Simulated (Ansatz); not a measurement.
# CH₇SSi₂ radical: how energies converge with the basis set

An exercise on one series of results from a longer session: the logs are not shown, and one member is left open.

Method: one geometry, several basis sets; program: Ansatz 0.2.0, Gaussian basis.

Plan: PBE0-D4/def2-SVP; ωB97M-V/def2-SVP; PBE0-D4/def2-QZVPP; ωB97M-V/def2-QZVPP; CCSD(T)/cc-pV(D+d)Z; CCSD(T)/cc-pV(T+d)Z; MP2/cc-pV(Q+d)Z; the functionals' def2-TZVPP values are taken from earlier runs.

## Structure used throughout

All runs share one geometry, relaxed beforehand with PBE0-D4 in a triple-zeta def2 set.

11 atoms, charge 0, spin multiplicity 2.

Atoms are counted from 1 here; the program's logs count them from 0.

Bond lengths: C1–Si2 1.862 Å, C1–H5 1.092 Å, C1–H6 1.093 Å, C1–H7 1.092 Å, Si2–S3 2.150 Å, Si2–H8 1.486 Å, Si2–H9 1.488 Å, S3–Si4 2.126 Å, Si4–H10 1.488 Å, Si4–H11 1.492 Å. Angles: Si2–C1–H5 110.8°, Si2–C1–H6 110.1°, Si2–C1–H7 110.7°, H5–C1–H6 108.5°, H5–C1–H7 108.4°, H6–C1–H7 108.2°, C1–Si2–S3 107.8°, C1–Si2–H8 111.0°, C1–Si2–H9 111.6°, S3–Si2–H8 109.4°, S3–Si2–H9 108.6°, H8–Si2–H9 108.3°, Si2–S3–Si4 97.8°, S3–Si4–H10 106.7°, S3–Si4–H11 111.5°, H10–Si4–H11 110.5°.

The first run:

in.yaml reads:

```yaml
crystal:
  periodic: [false, false, false]
  atoms:
    - {symbol: C, position_ang: [-0.815545, 1.899069, 0.492536]}
    - {symbol: Si, position_ang: [-0.561366, 0.232778, -0.299283]}
    - {symbol: S, position_ang: [1.541790, -0.208794, -0.237165]}
    - {symbol: Si, position_ang: [1.406298, -2.306184, -0.555383]}
    - {symbol: H, position_ang: [-0.489393, 1.886204, 1.534292]}
    - {symbol: H, position_ang: [-1.873534, 2.171986, 0.463747]}
    - {symbol: H, position_ang: [-0.249475, 2.668226, -0.037156]}
    - {symbol: H, position_ang: [-1.024520, 0.236660, -1.711135]}
    - {symbol: H, position_ang: [-1.292304, -0.838225, 0.430084]}
    - {symbol: H, position_ang: [2.800580, -2.825879, -0.584766]}
    - {symbol: H, position_ang: [0.622871, -2.972743, 0.524731]}
basis:
  gaussian: {orbitals: def2-SVP}
magnetization: {spin_polarized: true, initial_magnetization: 1}
hamiltonian: {xc: pbe0, dispersion: d4}
output: {orbitals: {seedname: orbitals}}
```

Launch:

```bash
$ ansatz run in.yaml --threads 2 --pin off --events-out ev --progress --plain --max-ram 32768MiB --backend cpu
```

Among the steps run: PBE0-D4 in def2-SVP; ωB97M-V in def2-SVP; PBE0-D4 in def2-QZVPP; ωB97M-V in def2-QZVPP.

One table of the session follows, with a row left open; its other results are not shown here.

It belongs to the step «Functionals by basis». 

| functional | basis | HOMO (eV) | LUMO (eV) |
| --- | --- | --- | --- |
| PBE0-D4 | def2-SVP | -5.91 | -2.46 |
| PBE0-D4 | def2-TZVPP | -5.94 | -2.49 |
| PBE0-D4 | def2-QZVPP | -5.96 | -2.51 |
| ωB97M-V | def2-SVP | ? | ? |
| ωB97M-V | def2-TZVPP | -7.70 | -0.91 |
| ωB97M-V | def2-QZVPP | -7.72 | -0.98 |

Estimate the missing values for ωB97M-V, def2-SVP.

The run gave: HOMO (eV): -7.64; LUMO (eV): -0.80. In the column «HOMO (eV)» it lies between ωB97M-V, def2-TZVPP (-7.70) and PBE0-D4, def2-QZVPP (-5.96).
